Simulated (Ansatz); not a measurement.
**CH4BrClOSi: a ladder of functionals and wavefunction methods**

The task here is to estimate one member of a computed series from the others.

Method: functionals in def2-TZVPP, the program's frozen cores in correlated methods; program: Ansatz 0.2.0, Gaussian basis.

Levels to be run: LDA (SPW92), PBE-D4, revPBE-D4, BLYP-D4, r2SCAN-D4, B97M-V, PBE0-D4, B3LYP-D4, r2SCANh-D4, r2SCAN0-D4, HSE06-D4, BHLYP-D4, CAM-B3LYP-D4, LC-ωPBE, ωB97X-V, ωB97M-V, B2PLYP, PBE-QIDH; CCSD(T)/def2-SVP; CCSD(T)/def2-TZVPP; MP2/def2-QZVPP; extrapolation to the limit; RPA on PBE.

## The relaxed structure

All runs share one geometry, relaxed beforehand with PBE0-D4 in a triple-zeta def2 set.

SMILES `C[Si](O)(Cl)Br`, 9 atoms, charge 0, spin multiplicity 1.

Atoms are counted from 1 here; the program's logs count them from 0.

Bond lengths: C1–Si2 1.838 Å, C1–H6 1.092 Å, C1–H7 1.091 Å, C1–H8 1.092 Å, Si2–O3 1.627 Å, Si2–Cl4 2.051 Å, Si2–Br5 2.221 Å, O3–H9 0.959 Å. Angles: Si2–C1–H6 109.9°, Si2–C1–H7 110.4°, Si2–C1–H8 109.7°, H6–C1–H7 108.9°, H6–C1–H8 108.9°, H7–C1–H8 108.9°, C1–Si2–O3 108.6°, C1–Si2–Cl4 110.8°, C1–Si2–Br5 111.0°, O3–Si2–Cl4 110.1°, O3–Si2–Br5 109.8°, Cl4–Si2–Br5 106.6°, Si2–O3–H9 118.6°.

The first run:

File in.yaml:

```yaml
crystal:
  periodic: [false, false, false]
  atoms:
    - {symbol: C, position_ang: [-1.134801, -0.191631, 0.570495]}
    - {symbol: Si, position_ang: [0.510930, 0.230224, -0.131871]}
    - {symbol: O, position_ang: [0.995352, -0.991804, -1.089740]}
    - {symbol: Cl, position_ang: [1.882319, 0.539878, 1.362058]}
    - {symbol: Br, position_ang: [0.415277, 2.113068, -1.306319]}
    - {symbol: H, position_ang: [-1.857543, -0.335605, -0.235002]}
    - {symbol: H, position_ang: [-1.487273, 0.608999, 1.222249]}
    - {symbol: H, position_ang: [-1.062451, -1.113996, 1.151058]}
    - {symbol: H, position_ang: [1.826590, -0.905335, -1.560129]}
basis:
  gaussian: {orbitals: def2-TZVPP}
hamiltonian: {xc: lda}
output: {orbitals: {seedname: orbitals}}
```

Among the steps run: LDA; PBE-D4 (GGA); revPBE-D4 (GGA); BLYP-D4 (GGA); r2SCAN-D4 (meta-GGA); B97M-V (meta-GGA); PBE0-D4 (hybrid); B3LYP-D4 (hybrid); r2SCANh-D4 (hybrid); r2SCAN0-D4 (hybrid); HSE06-D4 (hybrid); BHLYP-D4 (hybrid); CAM-B3LYP-D4 (range-separated); LC-ωPBE-D4 (range-separated; the results give it without D4); ωB97X-V (range-separated); ωB97M-V (range-separated); B2PLYP (double hybrid); PBE-QIDH (double hybrid).

One table of the session follows, with a row left open; its other results are not shown here.

It belongs to the step «Frontier levels by functional». 

| functional | HOMO (eV) | LUMO (eV) | gap (eV) |
| --- | --- | --- | --- |
| LDA (SPW92) | -7.30 | -0.81 | 6.50 |
| PBE-D4 | -7.14 | -0.55 | 6.59 |
| revPBE-D4 | -7.09 | -0.44 | 6.64 |
| BLYP-D4 | -6.97 | -0.49 | 6.48 |
| r2SCAN-D4 | -7.50 | -0.12 | 7.38 |
| B97M-V | -7.58 | -0.12 | 7.45 |
| PBE0-D4 | -8.49 | 0.40 | 8.89 |
| B3LYP-D4 | -8.21 | 0.09 | 8.30 |
| r2SCANh-D4 | ? | ? | ? |
| r2SCAN0-D4 | -8.72 | 0.68 | 9.40 |
| HSE06-D4 | -8.09 | 0.03 | 8.11 |
| BHLYP-D4 | -9.65 | 1.23 | 10.88 |
| CAM-B3LYP-D4 | -9.82 | 1.32 | 11.14 |
| LC-ωPBE | -11.24 | 2.65 | 13.89 |
| ωB97X-V | -10.87 | 2.45 | 13.32 |
| ωB97M-V | -10.71 | 2.05 | 12.77 |

Estimate the missing values for r2SCANh-D4.

Worked estimate for «HOMO (eV)». Against the share of exact exchange, r2SCAN-D4 (0, -7.50), r2SCAN0-D4 (0.25, -8.72) give a slope of -4.88 per unit share; at 0.1 the line stands at -7.99.

The run gave: HOMO (eV): -7.99; LUMO (eV): 0.20; gap (eV): 8.19. In «HOMO (eV)» the line misses by 0.00.
